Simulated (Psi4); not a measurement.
# SiNH3ClO (SMILES [NH][SiH](O)Cl): levels of theory compared

Wanted: a comparison of 5 runs (U-wB97X/def2-SVP, UB3LYP/def2-SVP, UBHLYP/def2-SVP, UCAM-B3LYP/def2-SVP, UM06-2X/def2-SVP) of SiNH3ClO. 

The results are computed with Psi4 1.11.

## 1. The system as given

SiNH3ClO has 7 atoms, charge 0, and is taken as a doublet. As SMILES, `[NH][SiH](O)Cl`. The N1–H5 distance was set to 1.532 Å, away from the relaxed value. At this shape a bond of the SMILES string is far longer than usual.

Bond lengths: N1–Si2 1.738 Å, Si2–O3 1.624 Å, Si2–Cl4 2.056 Å, Si2–H6 1.475 Å, O3–H7 0.960 Å. Angles: N1–Si2–O3 110.0°, N1–Si2–Cl4 103.5°, O3–Si2–Cl4 112.0°, N1–Si2–H6 116.4°, O3–Si2–H6 106.1°, Cl4–Si2–H6 109.1°, Si2–O3–H7 118.0°. A long bond or contact: N1–H5 1.532 Å.

## 2. Energy and gradient at U-wB97X/def2-SVP (run 1)

run.py reads:

```python
import psi4

psi4.set_memory('2200 MB')
psi4.set_num_threads(1)
psi4.set_output_file('run.log', False)

geom = psi4.geometry("""
0 2
N
Si 1 1.738152
O 2 1.623875 1 109.98931
Cl 2 2.055572 3 111.96506 1 114.5343
H 1 1.5323 2 114.76049 3 -162.93404
H 2 1.474843 3 106.05017 1 -126.59771
H 3 0.959578 2 117.95891 6 -170.42345
units angstrom
symmetry c1
""")

options = {'basis': 'def2-SVP', 'reference': 'uks', 'puream': True, 'e_convergence': 1e-09, 'd_convergence': 1e-08, 'scf_type': 'pk', 'dft_radial_points': 99, 'dft_spherical_points': 590, 'maxiter': 100}
psi4.set_options(options)

result, w = psi4.gradient("wb97x", return_wfn=True)
psi4.oeprop(w, "WIBERG_LOWDIN_INDICES", "LOWDIN_CHARGES", "MULLIKEN_CHARGES", title="WB97X")
print('gradient / Eh bohr^-1')
print(result.np.round(6))
print(f'energy = {w.energy():.10f} Eh')
for k, v in sorted(psi4.core.scalar_variables().items()):
    print(f'{k:45s} {v:18.10f}')
```

Command:

```console
$ python run.py
```

run.log:

```text
[...]
  Running in c1 symmetry.
[...]
  Nuclear repulsion =  214.905639035445176
[...]
  Multiplicity = 2
[...]
  Nalpha       = 25
  Nbeta        = 24
[...]
    Number of basis functions: 79
[...]
   @UKS iter   1:  -880.82396020103101   -6.28382e-01   8.63691e-03 DIIS/ADIIS
[...]
   @UKS iter  21:  -881.05323797736264   -4.09273e-12   4.83356e-09 DIIS
[...]
   @S^2 Observed:                7.657549465E-01
[...]
  @UKS Final Energy:  -881.05323797736264
   => Energetics <=
    Nuclear Repulsion Energy =            214.9056390354451764
    One-Electron Energy =               -1644.0418505915104106
    Two-Electron Energy =                 597.1266378610243919
    DFT Exchange-Correlation Energy =     -49.0436642823216928
    Empirical Dispersion Energy =           0.0000000000000000
    VV10 Nonlocal Energy =                  0.0000000000000000
    Total Energy =                       -881.0532379773626417
[...]
  -Total Gradient:
     Atom            X                  Y                   Z
    ------   -----------------  -----------------  -----------------
       1       -0.025944680974    -0.082345546956     0.063957254413
       2       -0.007306958492    -0.020456558003    -0.008994777696
       3       -0.000036777878     0.011343044701    -0.002187109325
       4        0.004376535914    -0.001499039166    -0.001440707146
       5        0.027849907543     0.090721875133    -0.051171913945
       6       -0.000732028875    -0.000436759368    -0.000728837151
       7        0.001586870730     0.002754850515     0.000227327168
[...]
```

The script printed:

```text
gradient / Eh bohr^-1
[[-2.5945e-02 -8.2346e-02  6.3957e-02]
 [-7.3070e-03 -2.0457e-02 -8.9950e-03]
 [-3.7000e-05  1.1343e-02 -2.1870e-03]
 [ 4.3770e-03 -1.4990e-03 -1.4410e-03]
 [ 2.7850e-02  9.0722e-02 -5.1172e-02]
 [-7.3200e-04 -4.3700e-04 -7.2900e-04]
 [ 1.5870e-03  2.7550e-03  2.2700e-04]]
energy = -881.0532379774 Eh
CURRENT ENERGY                                   -881.0532379774
CURRENT REFERENCE ENERGY                         -881.0532379774
DD SOLVATION ENERGY                                 0.0000000000
DFT FUNCTIONAL TOTAL ENERGY                      -881.0532379774
DFT TOTAL ENERGY                                 -881.0532379774
DFT VV10 ENERGY                                     0.0000000000
DFT XC ENERGY                                     -49.0436642823
GRID ELECTRONS ALPHA                               24.9999998050
GRID ELECTRONS BETA                                23.9999998143
GRID ELECTRONS TOTAL                               48.9999996193
NUCLEAR REPULSION ENERGY                          214.9056390354
ONE-ELECTRON ENERGY                             -1644.0418505915
PCM POLARIZATION ENERGY                             0.0000000000
PE ENERGY                                           0.0000000000
SCF ITERATION ENERGY                             -881.0532379774
SCF ITERATIONS                                     21.0000000000
SCF TOTAL ENERGY                                 -881.0532379774
TWO-ELECTRON ENERGY                               597.1266378610
XC GRID RADIAL POINTS                              99.0000000000
XC GRID SPHERICAL POINTS                          590.0000000000
XC GRID TOTAL POINTS                           387644.0000000000
```

Run time: 45 s. Hardware: 1 thread of Intel Xeon Platinum 8259CL at 2.50GHz (Skylake/Cascade Lake), shared host; peak memory 1 GiB.

## 3. A single-point energy at UB3LYP/def2-SVP (run 2)

clh3nosi.inp reads:

```
memory 2200 MB

molecule {
  0 2
  N      0.110918     0.828588    -0.940503
  Si     0.346918    -0.397212     0.268997
  O      1.886418    -0.913212     0.243397
  Cl    -0.969182    -1.876812    -0.282403
  H     -1.151500     1.677300    -0.756300
  H      0.072218    -0.002712     1.663297
  H      2.290418    -1.081312    -0.610603
  units angstrom
  symmetry c1
  no_reorient
  no_com
}

set basis def2-SVP
set reference uks
set puream true
set e_convergence 1e-09
set d_convergence 1e-08
set scf_type pk
set dft_radial_points 99
set dft_spherical_points 590
set maxiter 100

e_tot, wfn = energy("b3lyp", return_wfn=True)
oeprop(wfn, "DIPOLE", "LOWDIN_CHARGES", "MULLIKEN_CHARGES")
```

Command:

```console
$ psi4 clh3nosi.inp clh3nosi.out -n 1
```

clh3nosi.out:

```text
[...]
  Running in c1 symmetry.
[...]
  Nuclear repulsion =  214.905615761810537
[...]
  Multiplicity = 2
[...]
  Nalpha       = 25
  Nbeta        = 24
[...]
    Number of basis functions: 79
[...]
   @UKS iter   1:  -880.70506684396776   -1.35896e-01   1.17074e-02 ADIIS/DIIS
[...]
   @UKS iter  18:  -881.13111090513462   -1.77351e-11   7.65311e-09 DIIS
[...]
   @S^2 Observed:                7.628715263E-01
[...]
  @UKS Final Energy:  -881.13111090513462
   => Energetics <=
    Nuclear Repulsion Energy =            214.9056157618105374
    One-Electron Energy =               -1644.1401806926619429
    Two-Electron Energy =                 601.1276226495192532
    DFT Exchange-Correlation Energy =     -53.0241686238025878
    Empirical Dispersion Energy =           0.0000000000000000
    VV10 Nonlocal Energy =                  0.0000000000000000
    Total Energy =                       -881.1311109051346193
[...]
 Multipole Moments:
 ------------------------------------------------------------------------------------
     Multipole            Electronic (a.u.)      Nuclear  (a.u.)        Total (a.u.)
 ------------------------------------------------------------------------------------
 L = 1.  Multiply by 2.5417464519 to convert [e a0] to [Debye]
 Dipole X            :        -10.3138025           10.3172697            0.0034672
 Dipole Y            :         72.8394719          -72.5259426            0.3135293
 Dipole Z            :         10.0830304          -10.1569831           -0.0739527
 Magnitude           :                                                    0.3221516
[...]
```

Wall time 32 s (1 thread of Intel Xeon Platinum 8259CL at 2.50GHz (Skylake/Cascade Lake), shared host); peak memory 0.99 GiB.

Run 3 isn't shown in full; the table further down has it.

## 4. Energy and forces at UCAM-B3LYP/def2-SVP (run 4)

job.py reads:

```python
import psi4

psi4.set_memory('2200 MB')
psi4.set_num_threads(1)
psi4.core.set_output_file('output.dat', False)

mol = psi4.geometry("""
0 2
N
Si 1 1.738152
O 2 1.623875 1 109.98931
Cl 2 2.055572 3 111.96506 1 114.5343
H 1 1.5323 2 114.76049 3 -162.93404
H 2 1.474843 3 106.05017 1 -126.59771
H 3 0.959578 2 117.95891 6 -170.42345
symmetry c1
""")

psi4.set_options({
    'basis': 'def2-SVP',
    'reference': 'uks',
    'puream': True,
    'e_convergence': 1e-09,
    'd_convergence': 1e-08,
    'scf_type': 'pk',
    'dft_radial_points': 99,
    'dft_spherical_points': 590,
    'maxiter': 100,
})

result, w = psi4.gradient('cam-b3lyp', return_wfn=True)
psi4.oeprop(w, 'LOWDIN_CHARGES', 'QUADRUPOLE', 'MULLIKEN_CHARGES')
print('gradient / Eh bohr^-1')
print(result.np.round(6))
print(f'energy = {w.energy():.10f} Eh')
```

Command:

```console
$ python job.py
```

output.dat:

```text
[...]
  Running in c1 symmetry.
[...]
  Nuclear repulsion =  214.905639035445176
[...]
  Multiplicity = 2
[...]
  Nalpha       = 25
  Nbeta        = 24
[...]
    Number of basis functions: 79
[...]
   @UKS iter   1:  -880.79070944233808   -4.60791e-01   9.53911e-03 DIIS/ADIIS
[...]
   @UKS iter  20:  -881.06503198512451   -2.95586e-12   7.62267e-09 DIIS
[...]
   @S^2 Observed:                7.669766985E-01
[...]
  @UKS Final Energy:  -881.06503198512451
   => Energetics <=
    Nuclear Repulsion Energy =            214.9056390354451764
    One-Electron Energy =               -1644.0962669960365474
    Two-Electron Energy =                 597.7953059323650677
    DFT Exchange-Correlation Energy =     -49.6697099568981884
    Empirical Dispersion Energy =           0.0000000000000000
    VV10 Nonlocal Energy =                  0.0000000000000000
    Total Energy =                       -881.0650319851245058
[...]
  -Total Gradient:
     Atom            X                  Y                   Z
    ------   -----------------  -----------------  -----------------
       1       -0.025169824613    -0.079120385593     0.061078755723
       2       -0.008003446812    -0.019362117630    -0.008491437457
       3       -0.001591787591     0.007597772922    -0.002208593641
       4        0.004973386636    -0.001717119165    -0.001767324811
       5        0.026840517766     0.087700789020    -0.049479807332
       6       -0.000083477342     0.000310800056    -0.000335714426
       7        0.003038439333     0.004573442508     0.001201076045
[...]
```

The script printed:

```text
gradient / Eh bohr^-1
[[-2.5170e-02 -7.9120e-02  6.1079e-02]
 [-8.0030e-03 -1.9362e-02 -8.4910e-03]
 [-1.5920e-03  7.5980e-03 -2.2090e-03]
 [ 4.9730e-03 -1.7170e-03 -1.7670e-03]
 [ 2.6841e-02  8.7701e-02 -4.9480e-02]
 [-8.3000e-05  3.1100e-04 -3.3600e-04]
 [ 3.0380e-03  4.5730e-03  1.2010e-03]]
energy = -881.0650319851 Eh
```

Run time: 50 s. Hardware: 1 thread of Intel Xeon Platinum 8259CL at 2.50GHz (Skylake/Cascade Lake), shared host; peak memory 1 GiB.

## 5. Energy and gradient at UM06-2X/def2-SVP (run 5)

clh3nosi.json reads:

```json
{
  "schema_name": "qcschema_input",
  "schema_version": 1,
  "molecule": {
    "schema_name": "qcschema_molecule",
    "schema_version": 2,
    "symbols": ["N", "Si", "O", "Cl", "H", "H", "H"],
    "geometry": [0.20960464, 1.56580439, -1.77729309, 0.65558001, -0.75062189, 0.50833066, 3.56481338, -1.72572057, 0.45995367, -1.83148854, -3.54666067, -0.53366433, -2.17601963, 3.16963763, -1.42919987, 0.13647224, -0.00512494, 3.14317579, 4.32826273, -2.04338354, -1.15387244],
    "molecular_charge": 0,
    "molecular_multiplicity": 2,
    "fix_symmetry": "c1",
    "fix_com": true,
    "fix_orientation": true
  },
  "driver": "gradient",
  "model": {
    "method": "m06-2x",
    "basis": "def2-SVP"
  },
  "keywords": {
    "reference": "uks",
    "puream": true,
    "e_convergence": 1e-09,
    "d_convergence": 1e-08,
    "scf_type": "pk",
    "dft_radial_points": 99,
    "dft_spherical_points": 590,
    "maxiter": 100,
    "scf_properties": ["LOWDIN_CHARGES", "DIPOLE", "WIBERG_LOWDIN_INDICES"]
  }
}
```

Command:

```console
$ psi4 --qcschema clh3nosi.json -n 1 --memory 2200MB
```

stdout:

```text
[...]
  Running in c1 symmetry.
[...]
  Nuclear repulsion =  214.905615799513470
[...]
  Multiplicity = 2
[...]
  Nalpha       = 25
  Nbeta        = 24
[...]
    Number of basis functions: 79
[...]
   @UKS iter   1:  -880.79592214044737   -4.88667e-01   8.23886e-03 ADIIS/DIIS
[...]
   @UKS iter  20:  -881.01296951220240   -2.61480e-12   5.52945e-09 DIIS
[...]
   @S^2 Observed:                7.691798949E-01
[...]
  @UKS Final Energy:  -881.01296951220240
   => Energetics <=
    Nuclear Repulsion Energy =            214.9056157995134697
    One-Electron Energy =               -1644.0692506778946154
    Two-Electron Energy =                 579.3803987955964203
    DFT Exchange-Correlation Energy =     -31.2297334294177027
    Empirical Dispersion Energy =           0.0000000000000000
    VV10 Nonlocal Energy =                  0.0000000000000000
    Total Energy =                       -881.0129695122024032
[...]
  -Total Gradient:
     Atom            X                  Y                   Z
    ------   -----------------  -----------------  -----------------
       1        0.079242107202    -0.068656621075     0.005176925199
       2        0.015107194762    -0.001512641459    -0.018559115265
       3       -0.008816438791     0.001899546589     0.000050573332
       4        0.002326793356     0.004304700149     0.001622813265
       5       -0.085211461644     0.062001154319     0.007125157994
       6       -0.000093584833     0.000540356752     0.000912002048
       7       -0.002694143747     0.001381908284     0.003552364759
[...]
```

The result, in JSON:

```text
{
 "driver": "gradient",
 "model": {
  "method": "m06-2x",
  "basis": "def2-SVP"
 },
 "success": true,
 "return_result": [0.07924210720231645, -0.06865662107473076, 0.005176925198860302, 0.015107194762444959, -0.0015126414591136658, -0.01855911526530921, -0.00881643879104925, 0.001899546588574991, 5.0573332243314395e-05, 0.002326793355927767, 0.004304700149445409, 0.001622813265234408, -0.08521146164449875, 0.06200115431935239, 0.0071251579938718616, -9.358483298277029e-05, 0.0005403567516079101, 0.0009120020475692492, -0.0026941437465112933, 0.001381908284200456, 0.0035523647592093366],
 "properties": {
  "calcinfo_nbasis": 79,
  "calcinfo_nmo": 79,
  "calcinfo_nalpha": 25,
  "calcinfo_nbeta": 24,
  "calcinfo_natom": 7,
  "nuclear_repulsion_energy": 214.90561579951347,
  "return_energy": -881.0129695122024,
  "return_gradient": [0.07924210720231645, -0.06865662107473076, 0.005176925198860302, 0.015107194762444959, -0.0015126414591136658, -0.01855911526530921, -0.00881643879104925, 0.001899546588574991, 5.0573332243314395e-05, 0.002326793355927767, 0.004304700149445409, 0.001622813265234408, -0.08521146164449875, 0.06200115431935239, 0.0071251579938718616, -9.358483298277029e-05, 0.0005403567516079101, 0.0009120020475692492, -0.0026941437465112933, 0.001381908284200456, 0.0035523647592093366],
  "scf_one_electron_energy": -1644.0692506778946,
  "scf_two_electron_energy": 579.3803987955964,
  "scf_xc_energy": -31.229733429417703,
  "scf_dipole_moment": [-0.030948620422670103, 0.42945517859772053, -0.06428818176913964],
  "scf_total_energy": -881.0129695122024,
  "scf_total_gradient": [0.07924210720231645, -0.06865662107473076, 0.005176925198860302, 0.015107194762444959, -0.0015126414591136658, -0.01855911526530921, -0.00881643879104925, 0.001899546588574991, 5.0573332243314395e-05, 0.002326793355927767, 0.004304700149445409, 0.001622813265234408, -0.08521146164449875, 0.06200115431935239, 0.0071251579938718616, -9.358483298277029e-05, 0.0005403567516079101, 0.0009120020475692492, -0.0026941437465112933, 0.001381908284200456, 0.0035523647592093366],
  "scf_iterations": 20
 }
}
```

Run time: 77 s. Hardware: 1 thread of Intel Xeon Platinum 8259CL at 2.50GHz (Skylake/Cascade Lake), shared host; peak memory 1.2 GiB.

## 6. Overview of the runs

| run | level | task | energy (Eh) | dipole moment (D) | HOMO energy (eV) | LUMO energy (eV) | wall time |
| --- | --- | --- | --- | --- | --- | --- | --- |
| 1 | U-wB97X/def2-SVP | gradient | -881.053238 | 1.06 | -10.44 | -1.08 | 45 s |
| 2 | UB3LYP/def2-SVP | energy | -881.131111 | 0.82 | -7.69 | -3.77 | 32 s |
| 3 | UBHLYP/def2-SVP | energy | -881.027842 | 1.04 | -9.36 | -1.88 | 32 s |
| 4 | UCAM-B3LYP/def2-SVP | gradient | -881.065032 | 0.97 | -9.35 | -2.14 | 50 s |
| 5 | UM06-2X/def2-SVP | gradient | -881.012970 | 1.11 | -9.30 | -2.21 | 77 s |

## 7. Results

| quantity | value |
| --- | --- |
| run 5: total energy | -881.01297 Eh |
| run 5: dipole moment | 1.11 D |
| run 5: HOMO energy (highest over α and β) | -9.30 eV |
| run 5: LUMO energy (lowest over α and β) | -2.21 eV |
| run 5: ⟨S²⟩ | 0.769 |
| run 5: largest force on an atom | 5.431 eV/Å |

In words: The dipole moment (its size) runs from 0.82 D (UB3LYP/def2-SVP) to 1.11 D (UM06-2X/def2-SVP). Totals of different functionals can't be ranked against each other. All runs together took 3.9 min, the longest 77 s.
